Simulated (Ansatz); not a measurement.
# BBrClH3OSi: a ladder of functionals and wavefunction methods

The task here is to estimate one member of a computed series from the others.

The runs use Ansatz 0.2.0, Gaussian basis; functionals in def2-TZVPP, the program's frozen cores in correlated methods.

Levels to be run: LDA (SPW92), PBE-D4, revPBE-D4, BLYP-D4, r2SCAN-D4, B97M-V, PBE0-D4, B3LYP-D4, r2SCANh-D4, r2SCAN0-D4, HSE06-D4, BHLYP-D4, CAM-B3LYP-D4, LC-ωPBE, ωB97X-V, ωB97M-V, B2PLYP, PBE-QIDH; CCSD(T)/def2-SVP; CCSD(T)/def2-TZVPP; MP2/def2-QZVPP; extrapolation to the limit; RPA on PBE.

## Structure used throughout

The geometry comes from an earlier relaxation with PBE0-D4 in a triple-zeta def2 set; it is a stationary point, not always the lowest conformer.

SMILES `[SiH3]OB(Cl)Br`, 8 atoms, charge 0, spin multiplicity 1.

Atoms are counted from 1 here; the program's logs count them from 0.

Bond lengths: Si1–O2 1.670 Å, Si1–H6 1.481 Å, Si1–H7 1.481 Å, Si1–H8 1.479 Å, O2–B3 1.329 Å, B3–Cl4 1.748 Å, B3–Br5 1.932 Å. Angles: O2–Si1–H6 109.4°, O2–Si1–H7 109.3°, O2–Si1–H8 105.5°, H6–Si1–H7 110.8°, H6–Si1–H8 110.8°, H7–Si1–H8 110.8°, Si1–O2–B3 133.7°, O2–B3–Cl4 120.4°, O2–B3–Br5 120.9°, Cl4–B3–Br5 118.8°.

Set-up of the first run:

in.yaml

```yaml
crystal:
  periodic: [false, false, false]
  atoms:
    - {symbol: Si, position_ang: [-0.995056, -0.649962, -0.448843]}
    - {symbol: O, position_ang: [-0.137054, 0.231607, 0.680382]}
    - {symbol: B, position_ang: [1.076041, 0.775107, 0.691539]}
    - {symbol: Cl, position_ang: [1.640642, 1.646892, 2.097235]}
    - {symbol: Br, position_ang: [2.246416, 0.619549, -0.837781]}
    - {symbol: H, position_ang: [-1.171081, 0.161276, -1.675034]}
    - {symbol: H, position_ang: [-0.267304, -1.904648, -0.747005]}
    - {symbol: H, position_ang: [-2.300505, -0.936820, 0.183707]}
basis:
  gaussian: {orbitals: def2-TZVPP}
hamiltonian: {xc: lda}
output: {orbitals: {seedname: orbitals}}
```

Started as:

```bash
ansatz run in.yaml --threads 4 --pin off --events-out ev --progress --plain --max-ram 10444MiB
```

Among the steps run: LDA; PBE-D4 (GGA); revPBE-D4 (GGA); BLYP-D4 (GGA); r2SCAN-D4 (meta-GGA); B97M-V (meta-GGA); PBE0-D4 (hybrid); B3LYP-D4 (hybrid); r2SCANh-D4 (hybrid); r2SCAN0-D4 (hybrid); HSE06-D4 (hybrid); BHLYP-D4 (hybrid); CAM-B3LYP-D4 (range-separated); LC-ωPBE (range-separated); ωB97X-V (range-separated); ωB97M-V (range-separated); B2PLYP (double hybrid); PBE-QIDH (double hybrid).

One of the session's tables, all rows but one given; the rest of the session is left out.

It belongs to the step «Orbital energies across the functionals». 

```
  functional  HOMO (eV)  gap (eV)
 LDA (SPW92)      -7.35      5.37
      PBE-D4      -7.19      5.48
   revPBE-D4      -7.13      5.53
     BLYP-D4      -7.01      5.49
   r2SCAN-D4      -7.54      6.15
      B97M-V      -7.65      6.36
     PBE0-D4      -8.53      7.78
    B3LYP-D4      -8.24      7.32
  r2SCANh-D4      -8.03      6.97
  r2SCAN0-D4      -8.76      8.20
    HSE06-D4          ?         ?
    BHLYP-D4      -9.70     10.08
CAM-B3LYP-D4      -9.86     10.29
     LC-ωPBE     -11.29     12.84
     ωB97X-V     -10.91     12.42
     ωB97M-V     -10.76     12.10
```

Q: Estimate the row for HSE06-D4 from the others.

The run gave: HOMO (eV): -8.13; gap (eV): 7.00. In the column «HOMO (eV)» it lies between B3LYP-D4 (-8.24) and r2SCANh-D4 (-8.03).
